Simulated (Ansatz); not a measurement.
Something may be wrong with this Ansatz 0.2.0 calculation of VBiO4.

input.yaml

```yaml
crystal:
  lattice:
    - [-3.6515, 3.6515, 3.292]
    - [3.6515, -3.6515, 3.292]
    - [3.6515, 3.6515, -3.292]
  atoms:
    - { symbol: bi, position: [0.0, 0.0, 0.0] }
    - { symbol: Bi, position: [0.75, 0.25, 0.5] }
    - { symbol: V, position: [0.25, 0.75, 0.5] }
    - { symbol: V, position: [0.5, 0.5, 0.0] }
    - { symbol: O, position: [0.667, 0.489, 0.822] }
    - { symbol: O, position: [0.239, 0.917, 0.322] }
    - { symbol: O, position: [0.667, 0.845, 0.178] }
    - { symbol: O, position: [0.595, 0.917, 0.678] }
    - { symbol: O, position: [0.083, 0.405, 0.322] }
    - { symbol: O, position: [0.511, 0.333, 0.178] }
    - { symbol: O, position: [0.083, 0.761, 0.678] }
    - { symbol: O, position: [0.155, 0.333, 0.822] }
hamiltonian:
  xc: pbesol
  pseudopotentials: { kind: paw }
magnetization:
  spin_polarized: true
  initial_magnetization: 0.0
  spin_locking: { lock_magnetization: hard }
kpoints:
  mp_grid: { grid: [5, 5, 5] }
scf:
  occupations: { method: fermi_dirac, width: 0.05 }
  max_iter: 75
output:
  forces: true
  stress: true
  eigenvalues: true
```

Potentials or basis: Ansatz PAW.

Command:

```sh
$ ansatz run input.yaml --threads 4 --pin off --max-ram 11264MiB --backend cpu --events-out ev --progress --plain --runs-dir out
```

Output:

```text
Error: YAML parse error: error: line 7 column 17: `bi` is not an element symbol (H … Og, case-exact)
 --> <input>:7:17
  |
5 |     - [3.6515, 3.6515, -3.292]
6 |   atoms:
7 |     - { symbol: bi, position: [0.0, 0.0, 0.0] }
  |                 ^ `bi` is not an element symbol (H … Og, case-exact)
8 |     - { symbol: Bi, position: [0.75, 0.25, 0.5] }
9 |     - { symbol: V, position: [0.25, 0.75, 0.5] }
  |
```

Task: Diagnose the run.

Result: The program refused the input. The input holds a flaw that was put in on purpose: an unknown element (crystal.atoms[0].symbol = bi).

A sound run on the same cell differs in these lines of the main input:
```diff
@@ -7 +7 @@
-    - { symbol: bi, position: [0.0, 0.0, 0.0] }
+    - { symbol: Bi, position: [0.0, 0.0, 0.0] }
@@ -30 +30 @@
-  max_iter: 75
+  lower_state_search: "off"
```
